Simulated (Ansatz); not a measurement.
# Alloy of SrTiO3 and SrZrO3 (3 of 8 Ti sites exchanged), 40 atoms

Aim: relax the alloy cell and compare the gap by PBEsol and HSE06.

Program: Ansatz 0.2.0, PAW, plane waves. These are calculated values, not measurements.

### Step 1. The starting cell

40 atoms (8 Sr, 3 Zr, 5 Ti, 24 O); a = 7.964 Å, b = 7.964 Å, c = 7.964 Å, α = 90.00°, β = 90.00°, γ = 90.00°. All atoms were shaken off their sites by about 0.02 Å along each axis.

Steps to follow: (2) PBEsol cell relaxation at the single k point (¼, ¼, ¼), on 1 × NVIDIA H100 80GB HBM3 with 2 threads of AMD EPYC 7R13; (3) HSE06 single point at the Γ point alone, on 1 × NVIDIA H100 80GB HBM3 with 2 threads of AMD EPYC 7R13.

### Step 2. PBEsol relaxation of the cell and the positions

The input, in.yaml:

```yaml
crystal:
  lattice:
    - [7.964149, 0.000000, 0.000000]
    - [0.000000, 7.964149, 0.000000]
    - [0.000000, 0.000000, 7.964149]
  atoms:
    - { symbol: Sr, position: [0.001028, 0.003013, 0.001414] }
    - { symbol: Sr, position: [0.003940, 0.999417, 0.504924] }
    - { symbol: Sr, position: [0.000668, 0.501323, 0.997408] }
    - { symbol: Sr, position: [0.003557, 0.500661, 0.501097] }
    - { symbol: Sr, position: [0.501312, 0.000334, 0.000667] }
    - { symbol: Sr, position: [0.503860, 0.999561, 0.493306] }
    - { symbol: Sr, position: [0.499653, 0.501594, 0.999944] }
    - { symbol: Sr, position: [0.496814, 0.503451, 0.492187] }
    - { symbol: Zr, position: [0.253490, 0.249061, 0.249844] }
    - { symbol: Zr, position: [0.247437, 0.250794, 0.750280] }
    - { symbol: Zr, position: [0.249057, 0.754959, 0.745878] }
    - { symbol: Ti, position: [0.251217, 0.752175, 0.251055] }
    - { symbol: Ti, position: [0.751665, 0.250326, 0.252774] }
    - { symbol: Ti, position: [0.749330, 0.250323, 0.745406] }
    - { symbol: Ti, position: [0.748642, 0.751038, 0.250870] }
    - { symbol: Ti, position: [0.749527, 0.751748, 0.755266] }
    - { symbol: O, position: [0.252305, 0.250847, 0.999636] }
    - { symbol: O, position: [0.250821, 0.253388, 0.499834] }
    - { symbol: O, position: [0.245749, 0.748409, 0.000947] }
    - { symbol: O, position: [0.248204, 0.753000, 0.498521] }
    - { symbol: O, position: [0.749639, 0.252038, 0.001634] }
    - { symbol: O, position: [0.751785, 0.245542, 0.498054] }
    - { symbol: O, position: [0.754120, 0.746529, 0.999946] }
    - { symbol: O, position: [0.746841, 0.749916, 0.499698] }
    - { symbol: O, position: [0.000341, 0.247463, 0.253389] }
    - { symbol: O, position: [0.999884, 0.251638, 0.752288] }
    - { symbol: O, position: [0.999626, 0.750376, 0.250312] }
    - { symbol: O, position: [0.000938, 0.749293, 0.749718] }
    - { symbol: O, position: [0.497557, 0.252216, 0.246707] }
    - { symbol: O, position: [0.496192, 0.253309, 0.750328] }
    - { symbol: O, position: [0.501030, 0.747014, 0.248914] }
    - { symbol: O, position: [0.503943, 0.753565, 0.747111] }
    - { symbol: O, position: [0.253105, 0.000191, 0.247742] }
    - { symbol: O, position: [0.253536, 0.000044, 0.745707] }
    - { symbol: O, position: [0.250999, 0.496570, 0.250185] }
    - { symbol: O, position: [0.248408, 0.502455, 0.754356] }
    - { symbol: O, position: [0.751568, 0.000938, 0.247695] }
    - { symbol: O, position: [0.752040, 0.996407, 0.750617] }
    - { symbol: O, position: [0.752200, 0.499464, 0.252875] }
    - { symbol: O, position: [0.754574, 0.501291, 0.755362] }
  symmetry: { detect: false }
kpoints:
  mp_grid: { grid: [1, 1, 1], shift: [0.25, 0.25, 0.25] }
hamiltonian:
  xc: pbesol
scf:
  occupations: { method: fermi_dirac, width: 0.01 }
relax:
  f_tol: 0.03
  max_steps: 80
  escape_saddle: false
  adjacent_minimum: "off"
  cell: { fix: [shape] }
output:
  forces: true
  eigenvalues: true
  populations: true
```

Launch:

```console
$ ansatz run in.yaml --threads 2 --pin off --max-ram 30400MiB --runs-dir r --events-out ev --progress --plain --backend cuda --devices 0, --max-vram 18GiB
```

After this run come: HSE06 single point.

What does the calculation give? Wanted: for each run, top filled to lowest empty.

As calculated:

| level | time | k points | top filled to lowest empty (eV) |
| --- | --- | --- | --- |
| PBEsol, relaxation | 70 s (GPU) | (¼, ¼, ¼) | 3.07 |
| HSE06 | 31 s (GPU) | Γ | 3.85 |

```
     quantity                                                                      value
   relaxation                                          10 recorded steps, 2.68 eV gained
largest shift                                                               0.52 Å (O17)
 relaxed cell  a = 7.944 Å, b = 7.944 Å, c = 7.944 Å, α = 90.00°, β = 90.00°, γ = 90.00°
   mean bonds                                       O–Sr 2.756, O–Ti 1.978, O–Zr 2.072 Å
```

**Reading.** Relaxation gains 2.68 eV, with shifts up to 0.52 Å (O17), while the volume changes by -0.8 %. The mean lengths of the listed bonds run from O–Ti 1.98 Å to O–Sr 2.76 Å. The relaxation ran on other k points, so part of any difference from the later rows can come from the mesh. With one k point the spacing samples only the states that fold onto it, so it can exceed the gap over the zone.
